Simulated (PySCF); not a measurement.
**Kr, Kr⁺, Kr²⁺, Kr³⁺: ionisation energies in aug-cc-pwCVDZ-PP with ECP10**

Wanted: the ionisation energy of krypton, up a ladder of methods.

Program: PySCF 2.14.0. Level of theory: unrestricted determinants in a Gaussian basis, no spin-orbit coupling in the energies. These are calculated values, not measurements, unless marked.

## (1) What is computed

| Item | Value |
| --- | --- |
| Element | krypton (Z = 36) |
| Basis | aug-cc-pwCVDZ-PP with ECP10MDF |
| Hamiltonian | a scalar-relativistic core potential |
| State 1 | Kr: [Kr], closed-shell 1S |
| State 2 | Kr⁺: [Ar] 3d10 4s2 4p5, 2P determinant |
| State 3 | Kr²⁺: [Ar] 3d10 4s2 4p4, high-spin 3P determinant |
| State 4 | Kr³⁺: [Ar] 3d10 4s2 4p3, high-spin 4S determinant |
| Methods | CCSD(T) |
| Core shells frozen in the correlated runs | valence and next inner shell: nothing (for Kr) |

The outer shells:

Kr [Kr]
```
[Ar] core
3d [↑↓][↑↓][↑↓][↑↓][↑↓]
4s [↑↓]
4p [↑↓][↑↓][↑↓]
```

Kr+ [Ar] 3d10 4s2 4p5
```
[Ar] core
3d [↑↓][↑↓][↑↓][↑↓][↑↓]
4s [↑↓]
4p [↑↓][↑↓][↑ ]
```

Kr2+ [Ar] 3d10 4s2 4p4
```
[Ar] core
3d [↑↓][↑↓][↑↓][↑↓][↑↓]
4s [↑↓]
4p [↑↓][↑ ][↑ ]
```

Kr3+ [Ar] 3d10 4s2 4p3
```
[Ar] core
3d [↑↓][↑↓][↑↓][↑↓][↑↓]
4s [↑↓]
4p [↑ ][↑ ][↑ ]
```

The runs were made by one driver on top of PySCF. The scripts below sum up each run's settings (the driver also hands on starting orbitals that pick excited configurations, and frozen orbitals as a list rather than a count), and the logs come from the driver's own runs. The driver starts from symmetry-adapted Hartree-Fock orbitals, holds the occupation by maximum overlap and uses a logarithmic radial grid for functionals, so a plain start would take other cycles.

The integrals over 48 functions and the set-up took 0.18 s of CPU time.

## (2) Kr, at CCSD(T) (valence and next inner shell)

Level: CCSD(T) (valence and next inner shell).

Contents of input.py:

```python
from pyscf import gto, scf, dft, mp, cc
import basis_set_exchange as bse
txt = bse.get_basis("aug-cc-pwCVDZ-PP", elements=["Kr"], fmt="nwchem", header=False)
cut = txt.index("\nECP")
mol = gto.M(atom="Kr 0 0 0", charge=0, spin=0, symmetry="D2h",
            basis=gto.basis.parse(txt[:cut]),
            ecp={"Kr": gto.basis.parse_ecp(txt[cut:])})
mf = scf.UHF(mol)
mf.irrep_nelec = {'Ag': (4, 4), 'B1g': (1, 1), 'B2g': (1, 1), 'B3g': (1, 1), 'B1u': (2, 2), 'B2u': (2, 2), 'B3u': (2, 2)}
mf.kernel()
mycc = cc.CCSD(mf, frozen=0).run()
mycc.ccsd_t()
```

The log of the run:

```text
CC2 = 0
CCSD nocc = 13, nmo = 48
frozen orbitals []
max_cycle = 100
direct = 0
conv_tol = 1e-08
conv_tol_normt = 1e-06
diis_space = 8
diis_start_cycle = 0
Init t2, MP2 energy = -462.745122804617  E_corr(MP2) -0.564676937567765
Init E_corr(CCSD) = -0.564676937580274
cycle = 1  E_corr(CCSD) = -0.531670815197588  dE = 0.0330061224  norm(t1,t2) = 0.0251457
cycle = 2  E_corr(CCSD) = -0.542219147760865  dE = -0.0105483326  norm(t1,t2) = 0.0064353
cycle = 3  E_corr(CCSD) = -0.540985813605953  dE = 0.00123333415  norm(t1,t2) = 0.00197605
cycle = 4  E_corr(CCSD) = -0.54133833569144  dE = -0.000352522085  norm(t1,t2) = 0.000586686
cycle = 5  E_corr(CCSD) = -0.541364940006581  dE = -2.66043151e-05  norm(t1,t2) = 8.35541e-05
cycle = 6  E_corr(CCSD) = -0.541350598160234  dE = 1.43418463e-05  norm(t1,t2) = 1.725e-05
cycle = 7  E_corr(CCSD) = -0.541350994162044  dE = -3.9600181e-07  norm(t1,t2) = 4.22877e-06
cycle = 8  E_corr(CCSD) = -0.541351332723077  dE = -3.38561033e-07  norm(t1,t2) = 6.28911e-07
cycle = 9  E_corr(CCSD) = -0.541351279903108  dE = 5.28199692e-08  norm(t1,t2) = 1.23748e-07
cycle = 10  E_corr(CCSD) = -0.541351277593543  dE = 2.30956521e-09  norm(t1,t2) = 2.22712e-08
CCSD converged
E(CCSD) = -462.7217971446424  E_corr = -0.541351277593543
CCSD(T) correction = -0.00789846481950316
```

CPU time 3.9 s on a shared host, the integrals not counted.

CCSD correlation -0.54135 hartree, triples -0.00790; total -462.729696. T1 = 0.004, largest double amplitude 0.035.

## (3) Kr⁺: CCSD(T) (valence and next inner shell)

Level: CCSD(T) (valence and next inner shell).

Contents of input.py:

```python
from pyscf import gto, scf, dft, mp, cc
import basis_set_exchange as bse
txt = bse.get_basis("aug-cc-pwCVDZ-PP", elements=["Kr"], fmt="nwchem", header=False)
cut = txt.index("\nECP")
mol = gto.M(atom="Kr 0 0 0", charge=1, spin=1, symmetry="D2h",
            basis=gto.basis.parse(txt[:cut]),
            ecp={"Kr": gto.basis.parse_ecp(txt[cut:])})
mf = scf.UHF(mol)
mf.irrep_nelec = {'Ag': (4, 4), 'B1g': (1, 1), 'B2g': (1, 1), 'B3g': (1, 1), 'B1u': (2, 2), 'B2u': (2, 2), 'B3u': (2, 1)}
mf.kernel()
mycc = cc.CCSD(mf, frozen=0).run()
mycc.ccsd_t()
```

The log of the run:

```text
CC2 = 0
CCSD nocc = (np.int64(13), np.int64(12)), nmo = (48, 48)
frozen orbitals [[], []]
max_cycle = 100
direct = 0
conv_tol = 1e-08
conv_tol_normt = 1e-06
diis_space = 8
diis_start_cycle = 0
Init t2, MP2 energy = -0.532143525966252
Init E_corr(UCCSD) = -0.532143525966535
cycle = 1  E_corr(UCCSD) = -0.50515554954184  dE = 0.0269879764  norm(t1,t2) = 0.0407722
cycle = 2  E_corr(UCCSD) = -0.515429767743595  dE = -0.0102742182  norm(t1,t2) = 0.0104894
cycle = 3  E_corr(UCCSD) = -0.514451290655427  dE = 0.000978477088  norm(t1,t2) = 0.00354496
cycle = 4  E_corr(UCCSD) = -0.515020417656925  dE = -0.000569127001  norm(t1,t2) = 0.00123611
cycle = 5  E_corr(UCCSD) = -0.515027867461523  dE = -7.4498046e-06  norm(t1,t2) = 0.000147824
cycle = 6  E_corr(UCCSD) = -0.515014935944597  dE = 1.29315169e-05  norm(t1,t2) = 4.11001e-05
cycle = 7  E_corr(UCCSD) = -0.515017558626303  dE = -2.62268171e-06  norm(t1,t2) = 1.14382e-05
cycle = 8  E_corr(UCCSD) = -0.51501761751295  dE = -5.8886647e-08  norm(t1,t2) = 2.40999e-06
cycle = 9  E_corr(UCCSD) = -0.515017490947438  dE = 1.26565511e-07  norm(t1,t2) = 6.09016e-07
cycle = 10  E_corr(UCCSD) = -0.515017504846522  dE = -1.38990834e-08  norm(t1,t2) = 1.25055e-07
cycle = 11  E_corr(UCCSD) = -0.515017507630478  dE = -2.78395595e-09  norm(t1,t2) = 3.16938e-08
UCCSD converged
E(UCCSD) = -462.2126973907148  E_corr = -0.5150175076304778
UCCSD(T) correction = -0.00682641524137652
```

CPU time 20 s on a shared host, the integrals not counted.

CCSD correlation -0.51502 hartree, triples -0.00683; total -462.219524. T1 = 0.004, largest double amplitude 0.039.

## (4) Kr²⁺: CCSD(T) (valence and next inner shell)

Level: CCSD(T) (valence and next inner shell).

Contents of input.py:

```python
from pyscf import gto, scf, dft, mp, cc
import basis_set_exchange as bse
txt = bse.get_basis("aug-cc-pwCVDZ-PP", elements=["Kr"], fmt="nwchem", header=False)
cut = txt.index("\nECP")
mol = gto.M(atom="Kr 0 0 0", charge=2, spin=2, symmetry="D2h",
            basis=gto.basis.parse(txt[:cut]),
            ecp={"Kr": gto.basis.parse_ecp(txt[cut:])})
mf = scf.UHF(mol)
mf.irrep_nelec = {'Ag': (4, 4), 'B1g': (1, 1), 'B2g': (1, 1), 'B3g': (1, 1), 'B1u': (2, 1), 'B2u': (2, 2), 'B3u': (2, 1)}
mf.kernel()
mycc = cc.CCSD(mf, frozen=0).run()
mycc.ccsd_t()
```

The log of the run:

```text
CC2 = 0
CCSD nocc = (np.int64(13), np.int64(11)), nmo = (48, 48)
frozen orbitals [[], []]
max_cycle = 100
direct = 0
conv_tol = 1e-08
conv_tol_normt = 1e-06
diis_space = 8
diis_start_cycle = 0
Init t2, MP2 energy = -0.505468516526384
Init E_corr(UCCSD) = -0.505468516532123
cycle = 1  E_corr(UCCSD) = -0.481793385907425  dE = 0.0236751306  norm(t1,t2) = 0.0410319
cycle = 2  E_corr(UCCSD) = -0.491704707929957  dE = -0.00991132202  norm(t1,t2) = 0.0107647
cycle = 3  E_corr(UCCSD) = -0.490896495830973  dE = 0.000808212099  norm(t1,t2) = 0.0035461
cycle = 4  E_corr(UCCSD) = -0.491506156770433  dE = -0.000609660939  norm(t1,t2) = 0.00117633
cycle = 5  E_corr(UCCSD) = -0.491505090246023  dE = 1.06652441e-06  norm(t1,t2) = 0.000120255
cycle = 6  E_corr(UCCSD) = -0.491496440731646  dE = 8.64951438e-06  norm(t1,t2) = 2.491e-05
cycle = 7  E_corr(UCCSD) = -0.491498189905183  dE = -1.74917354e-06  norm(t1,t2) = 6.56811e-06
cycle = 8  E_corr(UCCSD) = -0.491498234067723  dE = -4.41625402e-08  norm(t1,t2) = 1.33244e-06
cycle = 9  E_corr(UCCSD) = -0.491498161105892  dE = 7.29618314e-08  norm(t1,t2) = 3.63828e-07
cycle = 10  E_corr(UCCSD) = -0.491498168116425  dE = -7.01053288e-09  norm(t1,t2) = 6.56726e-08
UCCSD converged
E(UCCSD) = -461.335062578569  E_corr = -0.4914981681164249
UCCSD(T) correction = -0.00611513659395058
```

CPU time 18 s on a shared host, the integrals not counted.

CCSD correlation -0.49150 hartree, triples -0.00612; total -461.341178. T1 = 0.005, largest double amplitude 0.038.

## (5) Kr³⁺, at CCSD(T) (valence and next inner shell)

Level: CCSD(T) (valence and next inner shell).

Contents of input.py:

```python
from pyscf import gto, scf, dft, mp, cc
import basis_set_exchange as bse
txt = bse.get_basis("aug-cc-pwCVDZ-PP", elements=["Kr"], fmt="nwchem", header=False)
cut = txt.index("\nECP")
mol = gto.M(atom="Kr 0 0 0", charge=3, spin=3, symmetry="D2h",
            basis=gto.basis.parse(txt[:cut]),
            ecp={"Kr": gto.basis.parse_ecp(txt[cut:])})
mf = scf.UHF(mol)
mf.irrep_nelec = {'Ag': (4, 4), 'B1g': (1, 1), 'B2g': (1, 1), 'B3g': (1, 1), 'B1u': (2, 1), 'B2u': (2, 1), 'B3u': (2, 1)}
mf.kernel()
mycc = cc.CCSD(mf, frozen=0).run()
mycc.ccsd_t()
```

The log of the run:

```text
CC2 = 0
CCSD nocc = (np.int64(13), np.int64(10)), nmo = (48, 48)
frozen orbitals [[], []]
max_cycle = 100
direct = 0
conv_tol = 1e-08
conv_tol_normt = 1e-06
diis_space = 8
diis_start_cycle = 0
Init t2, MP2 energy = -0.484567193999469
Init E_corr(UCCSD) = -0.48456719404106
cycle = 1  E_corr(UCCSD) = -0.462409928781934  dE = 0.0221572653  norm(t1,t2) = 0.0368788
cycle = 2  E_corr(UCCSD) = -0.471353169608877  dE = -0.00894324083  norm(t1,t2) = 0.00865826
cycle = 3  E_corr(UCCSD) = -0.470548592727093  dE = 0.000804576882  norm(t1,t2) = 0.00239609
cycle = 4  E_corr(UCCSD) = -0.470933496154147  dE = -0.000384903427  norm(t1,t2) = 0.000728583
cycle = 5  E_corr(UCCSD) = -0.470933492103053  dE = 4.05109357e-09  norm(t1,t2) = 6.19599e-05
cycle = 6  E_corr(UCCSD) = -0.470928604249554  dE = 4.8878535e-06  norm(t1,t2) = 7.26087e-06
cycle = 7  E_corr(UCCSD) = -0.470928809600657  dE = -2.05351103e-07  norm(t1,t2) = 1.15895e-06
cycle = 8  E_corr(UCCSD) = -0.470928854581061  dE = -4.49804042e-08  norm(t1,t2) = 2.07459e-07
cycle = 9  E_corr(UCCSD) = -0.470928851644038  dE = 2.93702396e-09  norm(t1,t2) = 4.75142e-08
UCCSD converged
E(UCCSD) = -460.0554746765068  E_corr = -0.4709288516440375
UCCSD(T) correction = -0.00553137987495429
```

CPU time 16 s on a shared host, the integrals not counted.

CCSD correlation -0.47093 hartree, triples -0.00553; total -460.061006. T1 = 0.003, largest double amplitude 0.047.

## (6) The energy differences

Ionisation energy: Kr [Kr] (1S) → Kr⁺ [Ar] 3d10 4s2 4p5 (2P).

| method | value (eV) | error (eV) |
| --- | --- | --- |
| UHF | 13.137 | -1.085 |
| MP2 (valence and next inner shell) | 14.022 | -0.200 |
| SCS-MP2 (valence and next inner shell) | 13.917 | -0.305 |
| CCSD (valence and next inner shell) | 13.853 | -0.368 |
| CCSD(T) (valence and next inner shell) | 13.882 | -0.339 |

Reference: 14.222 eV (measured; NIST levels, between the centres of gravity of the two terms). Errors of the correlated levels include the incompleteness of this basis.

Ionisation energy: Kr⁺ [Ar] 3d10 4s2 4p5 (2P) → Kr²⁺ [Ar] 3d10 4s2 4p4 (3P).

| method | value (eV) | less the reference (eV) |
| --- | --- | --- |
| UHF | 23.242 | -1.118 |
| MP2 (valence and next inner shell) | 23.968 | -0.392 |
| SCS-MP2 (valence and next inner shell) | 23.914 | -0.446 |
| CCSD (valence and next inner shell) | 23.882 | -0.478 |
| CCSD(T) (valence and next inner shell) | 23.901 | -0.459 |

Reference: 24.360 eV (measured; NIST Atomic Spectra Database, ionization energies). The reference lies between the lowest fine-structure levels, while these numbers refer to the centres of the terms. Errors of the correlated levels include the incompleteness of this basis.

Ionisation energy: Kr²⁺ [Ar] 3d10 4s2 4p4 (3P) → Kr³⁺ [Ar] 3d10 4s2 4p3 (4S).

| method | value (eV) | less the reference (eV) |
| --- | --- | --- |
| UHF | 34.260 | -1.578 |
| MP2 (valence and next inner shell) | 34.828 | -1.010 |
| SCS-MP2 (valence and next inner shell) | 34.817 | -1.021 |
| CCSD (valence and next inner shell) | 34.819 | -1.019 |
| CCSD(T) (valence and next inner shell) | 34.835 | -1.003 |

Reference: 35.838 ± 0.02 eV (measured; NIST Atomic Spectra Database, ionization energies). The reference lies between the lowest fine-structure levels, while these numbers refer to the centres of the terms. Errors of the correlated levels include the incompleteness of this basis.

The runs at UHF, MP2 (valence and next inner shell) are not shown; their differences are listed all the same.

## (7) Results

| quantity | value |
| --- | --- |
| ionisation energy, Kr | UHF 13.137, CCSD(T) (valence and next inner shell) 13.882 eV; reference 14.222 |
| ionisation energy, Kr⁺ | UHF 23.242, CCSD(T) (valence and next inner shell) 23.901 eV; reference 24.360 |
| ionisation energy, Kr²⁺ | UHF 34.260, CCSD(T) (valence and next inner shell) 34.835 eV; reference 35.838 ± 0.02 |

Accuracy by level (over 1 difference):

| method | mean absolute miss against the measured value (with the measured fine structure taken into account where it is known) (eV) |
| --- | --- |
| UHF | 1.085 |
| MP2 (valence and next inner shell) | 0.200 |
| SCS-MP2 (valence and next inner shell) | 0.305 |
| CCSD (valence and next inner shell) | 0.368 |
| CCSD(T) (valence and next inner shell) | 0.339 |

In words: Against experiment MP2 (valence and next inner shell) comes closest (off by 0.20 eV) and UHF is farthest (1.08 eV). In a finite basis a lower level can come nearest by cancelling errors. Hartree-Fock falls short because the species with more electrons holds more correlation energy, which it lacks. All values hold for this basis alone; no basis-set limit was taken.
